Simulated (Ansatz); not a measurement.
# CH4Si (SMILES C[SiH]) at BLYP/STO-3G

Aim: the electronic atomisation energy of CH4Si at BLYP/STO-3G, from 4 runs. 

The results are computed with Ansatz 0.2.0.

47 further runs of the same task are left out: 47 set aside as unsound or not needed.

### 1 Starting point

The species is CH4Si (6 atoms), meant as a singlet with charge 0. SMILES: `C[SiH]`. Geometry: relaxed at PBE0-D4/def2-TZVP.

Bond lengths: C1–Si2 1.892 Å, C1–H3 1.098 Å, C1–H4 1.091 Å, C1–H5 1.098 Å, Si2–H6 1.531 Å. Angles: C1–Si2–H6 94.2°, Si2–C1–H3 109.7°, Si2–C1–H4 113.8°, Si2–C1–H5 109.5°, H3–C1–H4 109.0°, H3–C1–H5 105.5°, H4–C1–H5 109.0°.

### 2 The energy at BLYP/STO-3G

molecule.yaml reads:

```yaml
crystal:
  periodic: [false, false, false]
  atoms:
    - symbol: C
      position_ang: [-0.093500, -0.366000, -0.370300]
    - symbol: Si
      position_ang: [0.917300, 0.209800, 1.122300]
    - symbol: H
      position_ang: [-1.156900, -0.410100, -0.102200]
    - symbol: H
      position_ang: [0.215000, -1.335600, -0.763000]
    - symbol: H
      position_ang: [-0.024000, 0.382000, -1.170800]
    - symbol: H
      position_ang: [0.142200, 1.520000, 1.284000]
basis:
  gaussian:
    orbitals: STO-3G
hamiltonian:
  xc: {name: BLYP}
accuracy: high
```

Launch:

```console
$ ansatz run molecule.yaml --threads 1 --pin off --max-ram 2610MiB --events-out events.jsonl --progress --plain --runs-dir runs
```

The program printed:

```text
Warning: RAYON_NUM_THREADS=1 ignored (pool sized by the plan → 1); use --threads N
Functional definition: BLYP
  name "BLYP"
  parameter beta = 0.0042
  parameter a = 0.04918
  parameter b = 0.132
  parameter c = 0.2533
  parameter d = 0.349
  exchange = b88_x(beta = beta)
  correlation = lyp_c(a = a, b = b, c = c, d = d)
311 factors; integrals over basis functions are off by at most 1.2e-8 eV
mean field evaluation 1: about -8870.8084 eV, gradient 1.4e1 eV
mean field evaluation 2: about -8870.5986 eV, gradient 1.6e1 eV
mean field evaluation 4: about -8871.5291 eV, gradient 5.2e-1 eV
mean field evaluation 8: about -8871.4758 eV, gradient 6.6e-3 eV
mean field evaluation 16: about -8871.4758 eV, gradient 1.5e-8 eV
mean field -8871.47582957 eV, -326.0207234343 hartree, gradient 1.7e-8 eV, S^2 0.000000; 0 other end points of the search recorded, 0 dependent functions left out
reference -8871.47586760 eV, -326.0207248320 hartree; 12, 12 occupied and 6, 6 virtual orbitals, 311 factors
Total energy: -8871.47586760 eV, -326.0207248320 hartree
```

Wall time 0.86 s (1 thread of Arm Neoverse V2, shared host).

### 3 The C atom at the same level

run.yaml reads:

```yaml
crystal:
  periodic: [false, false, false]
  atoms:
    - {symbol: C, position_ang: [0.000000, 0.000000, 0.000000]}
basis:
  gaussian:
    orbitals: STO-3G
magnetization:
  spin_polarized: true
  initial_magnetization: 2
hamiltonian:
  xc: {name: BLYP}
accuracy: high
```

Run the same way, it converges to -37.33296 Eh (log not shown).

### 4 The H atom

input.yaml reads:

```yaml
basis:
  gaussian: {orbitals: STO-3G}
crystal:
  periodic: [false, false, false]
  atoms:
    - symbol: H
      position_ang: [0.000000, 0.000000, 0.000000]
magnetization: {spin_polarized: true, initial_magnetization: 1}
hamiltonian: {xc: {name: BLYP}}
accuracy: high
```

Launch:

```console
$ ansatz run input.yaml --threads 1 --pin off --max-ram 2610MiB --events-out events.jsonl --progress --plain --runs-dir runs
```

The program printed:

```text
Warning: RAYON_NUM_THREADS=1 ignored (pool sized by the plan → 1); use --threads N
Functional definition: BLYP
  name "BLYP"
  parameter beta = 0.0042
  parameter a = 0.04918
  parameter b = 0.132
  parameter c = 0.2533
  parameter d = 0.349
  exchange = b88_x(beta = beta)
  correlation = lyp_c(a = a, b = b, c = c, d = d)
1 factors; integrals over basis functions are off by at most 4.6e-10 eV
mean field evaluation 1: about -12.5918 eV, gradient 0.0e0 eV
mean field evaluation 2: about -12.5918 eV, gradient 0.0e0 eV
mean field -12.59181263 eV, -0.4627405790 hartree, gradient 0.0e0 eV, S^2 0.750000; 0 other end points of the search recorded, 0 dependent functions left out
reference -12.59183075 eV, -0.4627412451 hartree; 1, 0 occupied and 0, 1 virtual orbitals, 1 factors
Total energy: -12.59183075 eV, -0.4627412451 hartree
```

Wall time 0.06 s (1 thread of Arm Neoverse V2, shared host).

### 5 The Si atom at the same level

run.yaml: that of step 3 with these lines changed.

```diff
@@ -3,3 +3,3 @@
   atoms:
-    - {symbol: C, position_ang: [0.000000, 0.000000, 0.000000]}
+    - {symbol: Si, position_ang: [0.000000, 0.000000, 0.000000]}
 basis:
```

Run the same way, it converges to -285.90455 Eh (log not shown).

### 6 Outcome

Level: BLYP/STO-3G.

| quantity | value |
| --- | --- |
| molecule: total energy | -326.02072 Eh |
| C atom: total energy | -37.33296 Eh |
| C atom: ⟨S²⟩ | 2.000 |
| H atom: total energy | -0.46274 Eh |
| H atom: ⟨S²⟩ | 0.750 |
| Si atom: total energy | -285.90455 Eh |
| Si atom: ⟨S²⟩ | 2.000 |
| electronic atomisation energy | 25.368 eV |

What this shows: Taking the molecule apart into free atoms costs 25.37 eV (2448 kJ/mol), before zero-point energy and without spin-orbit coupling. In a minimal basis such a difference can be off by several eV, whatever the method.
